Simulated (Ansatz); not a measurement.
# SnO: a single-point run

Aim: a sound single-point run of SnO. The structure is shown as the input types it. The cell is built on a prototype (h-MgO type) and needn't be the phase found in nature.

Computed with Ansatz 0.2.0 (density functional or hybrid calculation with the settings of its input, plane waves (as first typed), unless a step's input says otherwise).

3 further runs of the same task are left out: 3 that didn't finish.

**1. The structure to begin with**

It takes space group P6_3/mmc (No. 194, hexagonal). Conventional cell: a = 4.125 Å, b = 4.125 Å, c = 5.185 Å, α = 90.00°, β = 90.00°, γ = 120.00°. Sn (site symmetry -6m2) has 5 O at 2.38 to 2.59 Å as nearest neighbours. O (site symmetry -6m2) has 5 Sn at 2.38 to 2.59 Å as nearest neighbours.

As a file:

```
CELL_PARAMETERS angstrom
4.12550 0.00000 0.00000
-2.06275 3.57279 0.00000
0.00000 0.00000 5.18540
ATOMIC_POSITIONS crystal
Sn 0.33333 0.66667 0.25000
Sn 0.66667 0.33333 0.75000
O 0.66667 0.33333 0.25000
O 0.33333 0.66667 0.75000
```

**2. Input and run**

Input file input.yaml:

```yaml
crystal:
  lattice:
    - [4.125499313, 0.0, 0.0]
    - [-2.0627496565, 3.5727872084, 0.0]
    - [0.0, 0.0, 5.1854029691]
  atoms:
    - { symbol: Sn, position: [0.3333333333, 0.6666666667, 0.25] }
    - { symbol: Sn, position: [0.6666666667, 0.3333333333, 0.75] }
    - { symbol: O, position: [0.6666666667, 0.3333333333, 0.25] }
    - { symbol: O, position: [0.3333333333, 0.6666666667, 0.75] }
kpoints:
  mp_grid: { grid: [1, 1, 1] }
hamiltonian:
  xc: hse06
scf:
  occupations: { method: fixed }
  n_extra_bands: 5
output:
  forces: true
  stress: true
  eigenvalues: true
```

Launch:

```console
$ ansatz run input.yaml --threads 4 --pin off --max-ram 3686MiB --backend cpu --events-out ev --progress --plain --runs-dir out
```

What happens when this is run?

The program finished normally, with warnings (gap may close across zone, stress exchange threshold loose, stress scf threshold loose). Its log warns: «output.stress: scf.convergence.dr2_threshold = 1e-7 eV (the SCF's general default) is looser than the 4e-10 eV advised for a printed stress (1e-10 eV for each atom of the ...»

Look at the input: kpoints.mp_grid.grid is [1, 1, 1]. Band dispersion is ignored when only one k-point is used.

To check: set kpoints.mp_grid.grid to [6, 6, 2].
